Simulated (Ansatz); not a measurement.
# In3Sb: the cost of one run

Program: Ansatz 0.2.0. Level of theory: DFT LDA, scalar-relativistic, plane waves, PAW. These are calculated values, not measurements.

73 further runs of the same task are left out: 1 that didn't finish, 72 set aside as unsound or not needed. Runs told in other sessions of the task aren't counted.

### Step 1. The structure to begin with

It takes space group Pm-3m (No. 221, cubic). Conventional cell: a = 4.674 Å, b = 4.674 Å, c = 4.674 Å, α = 90.00°, β = 90.00°, γ = 90.00°. In (site symmetry 4/mmm) is surrounded by 8 In at 3.30 Å and 4 Sb at 3.30 Å. Sb (site symmetry m-3m) has 12 In at 3.30 Å in its first shell of neighbours.

As a file:

```cif
data_structure
_symmetry_space_group_name_H-M 'Pm-3m'
_symmetry_Int_Tables_number 221
_cell_length_a 4.6739
_cell_length_b 4.6739
_cell_length_c 4.6739
_cell_angle_alpha 90.000
_cell_angle_beta 90.000
_cell_angle_gamma 90.000
_cell_volume 102.10
loop_
_atom_site_label
_atom_site_type_symbol
_atom_site_symmetry_multiplicity
_atom_site_Wyckoff_symbol
_atom_site_fract_x
_atom_site_fract_y
_atom_site_fract_z
_atom_site_occupancy
In1 In 3 c 0.50000 0.50000 0.00000 1
Sb1 Sb 1 a 0.00000 0.00000 0.00000 1
```

It goes back to an entry of the Materials Project, which need not be the stable form.

It is the result of an earlier relaxation at this level (volume 25.53 Å³/atom; gap on the mesh: none (metal)).

### Step 2. What is varied

The energy is mapped over volume and the cell's shape.

First coordinate, volume per atom: 11 values from 22.46 to 28.59 Å³. Second coordinate, length along [111] over the lengths across it, relative to the cubic cell: 11 values from 0.886 to 1.128.

Nothing else is relaxed (symmetry fixes all fractional coordinates). Energies count from the relaxed crystal. Points are written as (first, second).

### Step 3. Grid point (22.46 Å³, 1.049)

The input, input.yaml:

```yaml
crystal:
  lattice:
    - [4.480110276, 0.0725773751, 0.0725773751]
    - [0.0725773751, 4.480110276, 0.0725773751]
    - [0.0725773751, 0.0725773751, 4.480110276]
  atoms:
    - { symbol: In, position: [0.5, 0.5, 0.0] }
    - { symbol: In, position: [0.5, 0.0, 0.5] }
    - { symbol: In, position: [0.0, 0.5, 0.5] }
    - { symbol: Sb, position: [0.0, 0.0, 0.0] }
basis:
  ecutwfc: 420
kpoints:
  mp_grid: { grid: [10, 10, 10] }
hamiltonian:
  xc: lda
  pseudopotentials: { kind: paw, azcp: { folder: soft_1 } }
scf:
  occupations: { method: gaussian, width: 0.15 }
output:
  forces: true
  stress: true
  eigenvalues: true
```

On the command line:

```
$ ansatz run input.yaml --threads 2 --pin off --max-ram 4096MiB --backend cpu --events-out ev --progress --plain --runs-dir out
```

**Question.** How long does this run take on 2 threads of AMD EPYC 9R45 (Zen 5), shared host, and how much memory does it need?

About 2.6 s, with a peak of 0.56 GiB.
